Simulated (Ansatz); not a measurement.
# TiNH₃+ (doublet): from Hartree-Fock to the top rungs, def2-SVP

An exercise on one series of results from a longer session: the logs are not shown, and one member is left open.

Computed with Ansatz 0.2.0, Gaussian basis. Level: def2-SVP, core rule «outside noble gas», up to 10 orbitals frozen.

Plan: UHF; CCSD(T) on ROHF; CCSD(T) on UHF; CISD as a restricted active space (open shells left free, so some higher excitations enter); CCSDT(Q) on UHF; CASSCF and MRCISD+Q, 9 electrons in 9 orbitals; CASSCF and NEVPT2, 9 electrons in 9 orbitals.

13 further runs of the same task are left out: 7 that didn't finish, 6 set aside as unsound or not needed. Runs told in other sessions of the task aren't counted.

### The geometry

The geometry is a PBE0/def2-TZVP stationary point (not a proven minimum) of the parent state, kept for this charge and spin.

5 atoms, charge 1, spin multiplicity 2.

Atoms are counted from 1 here; the program's logs count them from 0.

Bond lengths: Ti1–N2 2.183 Å, N2–H3 1.020 Å, N2–H4 1.020 Å, N2–H5 1.020 Å. Angles: Ti1–N2–H3 112.8°, Ti1–N2–H4 112.8°, Ti1–N2–H5 112.8°, H3–N2–H4 106.0°, H3–N2–H5 106.0°, H4–N2–H5 106.0°.

Set-up of the first run:

File in.yaml:

```yaml
crystal:
  periodic: [false, false, false]
  atoms:
    - {symbol: Ti, position_ang: [-0.591140, 0.004192, 0.003728]}
    - {symbol: N, position_ang: [1.591360, -0.011285, -0.010035]}
    - {symbol: H, position_ang: [1.979722, -0.954494, -0.007646]}
    - {symbol: H, position_ang: [1.994844, 0.460308, 0.799455]}
    - {symbol: H, position_ang: [1.984513, 0.451928, -0.829388]}
basis:
  gaussian: {orbitals: def2-SVP}
total_charge: 1
magnetization: {spin_polarized: true, initial_magnetization: 1}
hamiltonian: {xc: hf}
output: {orbitals: {seedname: orbitals}}
```

Launch:

```
ansatz run in.yaml --threads 1 --pin off --events-out ev --progress --plain --max-ram 2393MiB
```

Steps of the session up to this table: UHF; CCSD(T) on ROHF; CCSD(T) on UHF; CISD as a restricted active space (open shells left free, so some higher excitations enter); CCSDT(Q) on UHF; CASSCF and MRCISD+Q, 9 electrons in 9 orbitals; CASSCF and NEVPT2, 9 electrons in 9 orbitals.

One table of the session follows, with a row left open; its other results are not shown here.

| method | from UCCSDT(Q) (meV) |
| --- | --- |
| ROHF | +8212.8 |
| UHF | +6585.5 |
| RMP2 | +2023.7 |
| UMP2 | +1068.7 |
| RCCSD | +996.4 |
| UCCSD | +331.6 |
| RCCSD(T) | +817.2 |
| UCCSD(T) | ? |
| UCCSDT | +27.3 |
| UCCSDT(Q) | 0 |
| CASSCF frontier | +4972.4 |
| NEVPT2 frontier | +1610.1 |

Q: Estimate the row for UCCSD(T) from the others.

**Answer.** from UCCSDT(Q) (meV): +114.5. In the column «from UCCSDT(Q) (meV)» it lies between UCCSDT (+27.3) and UCCSD (+331.6).

Not comparable, so not listed: CISD as a restricted active space (open shells left free, so some higher excitations enter); CASSCF and MRCISD+Q, 9 electrons in 9 orbitals (they don't share determinant, frozen orbitals or solution with the rows shown, or repeat one).

The program flags UCCSD(T), UCCSDT(Q) as in doubt (see the logs), so the zero of the table is itself unsure.

Caveats from the session: The determinant of HF (⟨S²⟩ 1.75) is far from a pure spin state, so its energy mixes those of several spin states; that is harmless only where they are near-degenerate. The determinant of CCSD(T) (⟨S²⟩ 1.75) is far from a pure spin state, so its energy mixes those of several spin states; high orders of coupled cluster remove much of that, low ones don't. The determinant of CCSDT(Q) (⟨S²⟩ 1.75) is far from a pure spin state, so its energy mixes those of several spin states; high orders of coupled cluster remove much of that, low ones don't. The program flags UCCSD(T), UCCSDT(Q) as in doubt, so the zero of the table is itself unsure. Warnings: spin contamination; large T1 diagnostic. Restricted and unrestricted rows rest on different reference determinants; a gap between their highest levels can come from leftover correlation error, from unlike frozen cores or from another state. Warnings in the runs' records: passed over end.
